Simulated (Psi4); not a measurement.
# SiHClOF (SMILES O[Si](F)Cl) at UPBE/6-311G(d,p) (sweep point 6)

What is the vertical ionisation energy of SiHClOF at UPBE/6-311G** (sweep point 6)? 

Program for the calculation: Psi4 1.11.

### 1 The system as given

SiHClOF: 5 atoms, total charge 0, spin state doublet. As SMILES, `O[Si](F)Cl`. The shape is that of a PBE0-D4/def2-TZVP optimisation. This is one conformer, not always the lowest.

Bond lengths: O1–Si2 1.630 Å, Si2–F3 1.596 Å, Si2–Cl4 2.040 Å, O1–H5 0.960 Å. Angles: O1–Si2–F3 109.7°, O1–Si2–Cl4 106.8°, F3–Si2–Cl4 108.8°, Si2–O1–H5 117.9°.

### 2 A single-point energy at UPBE/6-311G(d,p) (sweep point 6)

File input.dat:

```
memory 1.6 GB

molecule molecule1 {
  0 2
  O     -0.00661404     2.15674443    -0.02551130
  Si     0.14796556    -0.80634614     0.80445641
  F      1.85098674    -2.32833156    -1.16558307
  Cl    -3.44893915    -2.18773593     0.66745127
  H      1.55070926     3.02658536    -0.35867002
  units bohr
  symmetry c1
}

set {
  basis 6-311G**
  reference uks
  puream true
  scf_type pk
  dft_radial_points 99
  dft_spherical_points 590
  maxiter 150
}

energy("pbe")
print_variables()
```

Launch:

```bash
$ psi4 -i input.dat -o output.dat -n 1
```

output.dat:

```text
[...]
  Running in c1 symmetry.
[...]
  Nuclear repulsion =  217.611250544756160
[...]
  Multiplicity = 2
[...]
  Nalpha       = 25
  Nbeta        = 24
[...]
    Number of basis functions: 94
[...]
   @UKS iter   1:  -924.75473855700272   -2.39751e-02   9.70556e-03 ADIIS/DIIS
[...]
   @UKS iter  10:  -925.02152780032839   -3.77747e-08   3.71865e-07 DIIS
[...]
   @S^2 Observed:                7.513699864E-01
[...]
    Orbital Energies [Eh]
    ---------------------
    Alpha Occupied:
       1A   -100.700159     2A    -65.481830     3A    -24.253680
       4A    -18.778170     5A     -9.194213     6A     -7.018796
       7A     -7.011095     8A     -7.010706     9A     -5.133443
      10A     -3.545277    11A     -3.544578    12A     -3.543321
      13A     -1.105778    14A     -0.958803    15A     -0.774079
      16A     -0.541549    17A     -0.473312    18A     -0.414943
      19A     -0.402135    20A     -0.385490    21A     -0.356464
      22A     -0.328067    23A     -0.307651    24A     -0.303815
      25A     -0.204703
    Alpha Virtual:
[...]
  @UKS Final Energy:  -925.02152780032839
   => Energetics <=
    Nuclear Repulsion Energy =            217.6112505447561603
    One-Electron Energy =               -1713.6510461357217991
    Two-Electron Energy =                 639.2218238032514819
    DFT Exchange-Correlation Energy =     -68.2035560126141718
    Empirical Dispersion Energy =           0.0000000000000000
    VV10 Nonlocal Energy =                  0.0000000000000000
    Total Energy =                       -925.0215278003283856
[...]
 Multipole Moments:
 ------------------------------------------------------------------------------------
     Multipole            Electronic (a.u.)      Nuclear  (a.u.)        Total (a.u.)
 ------------------------------------------------------------------------------------
 L = 1.  Multiply by 2.5417464519 to convert [e a0] to [Debye]
 Dipole X            :         -0.3740183            1.1356705            0.7616522
 Dipole Y            :         -2.6221108            3.2137269            0.5916161
 Dipole Z            :         -0.0078698            0.1995461            0.1916762
 Magnitude           :                                                    0.9832922
[...]
```

Wall time 8.7 s (1 thread of Intel Xeon 6975P-C (Granite Rapids), shared host); peak memory 0.87 GiB.

### 3 The singlet cation, same level

File clfhosi.inp:

```
memory 1600 mb

molecule {
  1 1
  O     -0.00661404     2.15674443    -0.02551130
  Si     0.14796556    -0.80634614     0.80445641
  F      1.85098674    -2.32833156    -1.16558307
  Cl    -3.44893915    -2.18773593     0.66745127
  H      1.55070926     3.02658536    -0.35867002
  units au
  symmetry c1
}

set {
  basis 6-311G**
  reference rks
  puream true
  scf_type pk
  dft_radial_points 99
  dft_spherical_points 590
}

e_tot, wfn = energy('pbe', return_wfn=True)
```

Launch:

```bash
$ psi4 clfhosi.inp clfhosi.out -n 1
```

clfhosi.out:

```text
[...]
  Running in c1 symmetry.
[...]
  Nuclear repulsion =  217.611250544756160
[...]
  Multiplicity = 1
[...]
  Nalpha       = 24
  Nbeta        = 24
[...]
    Number of basis functions: 94
[...]
   @RKS iter   1:  -924.44301939307309    2.87744e-01   9.02622e-03 ADIIS/DIIS
[...]
   @RKS iter  10:  -924.69023684681986   -7.11316e-08   6.83071e-07 DIIS
[...]
    Orbital Energies [Eh]
    ---------------------
    Doubly Occupied:
       1A   -100.958408     2A    -65.790432     3A    -24.514233
       4A    -19.045385     5A     -9.448970     6A     -7.276275
       7A     -7.265312     8A     -7.263904     9A     -5.437347
      10A     -3.851350    11A     -3.847324    12A     -3.845737
      13A     -1.355622    14A     -1.210449    15A     -1.016087
      16A     -0.789325    17A     -0.719410    18A     -0.658241
      19A     -0.646332    20A     -0.629059    21A     -0.602661
      22A     -0.571298    23A     -0.541306    24A     -0.535270
[...]
  @RKS Final Energy:  -924.69023684681986
   => Energetics <=
    Nuclear Repulsion Energy =            217.6112505447561603
    One-Electron Energy =               -1700.8499499863141864
    Two-Electron Energy =                 626.3804077889708424
    DFT Exchange-Correlation Energy =     -67.8319451942326452
    Empirical Dispersion Energy =           0.0000000000000000
    VV10 Nonlocal Energy =                  0.0000000000000000
    Total Energy =                       -924.6902368468198574
[...]
 Multipole Moments:
 ------------------------------------------------------------------------------------
     Multipole            Electronic (a.u.)      Nuclear  (a.u.)        Total (a.u.)
 ------------------------------------------------------------------------------------
 L = 1.  Multiply by 2.5417464519 to convert [e a0] to [Debye]
 Dipole X            :         -0.0261813            1.1356705            1.1094892
 Dipole Y            :         -2.4420584            3.2137269            0.7716685
 Dipole Z            :          0.6768139            0.1995461            0.8763600
 Magnitude           :                                                    1.6107282
[...]
```

It took 6.6 s on 1 thread of Intel Xeon 6975P-C (Granite Rapids), shared host; peak memory 0.86 GiB.

### 4 Summary of results

At UPBE/6-311G** (sweep point 6):

```
                                           quantity          value
                      doublet SiHClOF: total energy  -925.02153 Eh
                     doublet SiHClOF: dipole moment         2.50 D
doublet SiHClOF: HOMO energy (highest over α and β)       -5.57 eV
 doublet SiHClOF: LUMO energy (lowest over α and β)       -3.86 eV
                              doublet SiHClOF: ⟨S²⟩          0.751
                       singlet cation: total energy  -924.69024 Eh
                        singlet cation: HOMO energy      -14.57 eV
                        singlet cation: LUMO energy      -12.29 eV
                      singlet cation: HOMO–LUMO gap        2.28 eV
 vertical ionisation energy (to the singlet cation)       9.015 eV
```

**Reading.** Removing an electron at fixed nuclei costs 9.01 eV (870 kJ/mol). Only the singlet of the ionised species was computed; a triplet could lie lower.
